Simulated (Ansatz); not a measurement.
Write a Python script for the Python package of Ansatz (0.2.0) that makes vertical spin-state energies of CH5AlCl2S, SMILES [CH3][Al-]([SH2+])([Cl])[Cl]. Use (for the species named): r2scan0, 6-31G* basis, multiplicity 1.

Input file `ch5alcl2s.xyz`:
```text
10

C    -1.28850    0.07260    0.65550
Al    0.03110    0.20930   -0.79550
S     1.89050   -0.72690   -0.08780
Cl   -0.62040   -0.85730   -2.58310
Cl    0.41640    2.32000   -1.32900
H    -1.52170   -0.92830    0.90580
H    -0.94450    0.66530    1.54150
H    -2.24080    0.59760    0.27920
H     1.62770   -1.64290    0.92760
H     2.73330    0.23940    0.48870
```

Script `spin_ch5alcl2s.py`:
```python
from dataclasses import dataclass

import ansatz as az


@dataclass(frozen=True)
class RunConfig:
    basis: str = "6-31G*"
    functional: str = "r2scan0"


cfg = RunConfig()


def main() -> None:
    ch5alcl2s = az.Crystal.molecule_from_extxyz("ch5alcl2s.xyz")

    setup = (
        ch5alcl2s.calculation()
        .basis(gaussian=cfg.basis)
        .functional(cfg.functional)
    )
    found = {}
    for unpaired in [0, 2, 4]:
        rep = setup.spin("collinear", total=unpaired).run(threads=1, backend="cpu").report
        s = unpaired / 2
        found[unpaired] = rep["free_energy_ev"]
        print(f"2S+1 = {unpaired + 1}: E = {found[unpaired]:.5f} eV, <S^2> = {abs(rep['mean_field']['state']['spin_squared']):.3f} (pure state {s * (s + 1):.2f})")
    lowest = min(found, key=found.get)
    for unpaired, e in found.items():
        print(f"multiplicity {unpaired + 1}: {(e - found[lowest]):.3f} eV above the lowest")


if __name__ == "__main__":
    main()
```

```console
$ python spin_ch5alcl2s.py
2S+1 = 1: E = -43593.75163 eV, <S^2> = 0.000 (pure state 0.00)
2S+1 = 3: E = -43588.55834 eV, <S^2> = 2.013 (pure state 2.00)
2S+1 = 5: E = -43582.40896 eV, <S^2> = 6.017 (pure state 6.00)
multiplicity 1: 0.000 eV above the lowest
multiplicity 3: 5.193 eV above the lowest
multiplicity 5: 11.343 eV above the lowest
```

In order: multiplicity 1 (+0.00 eV), multiplicity 3 (+5.19 eV) and multiplicity 5 (+11.34 eV), all at the one geometry.

Caveats:
- Total energies depend on the basis set; only differences at equal settings carry meaning.
- The geometry is a force-field or estimated start, not a minimum of this method, and the basis set is short of its limit. All parts are taken at fixed geometry, without zero-point energy.
- Run time: 2.2 min on 1 thread of Arm Neoverse V1 (shared host), peak memory 0.48 GiB.
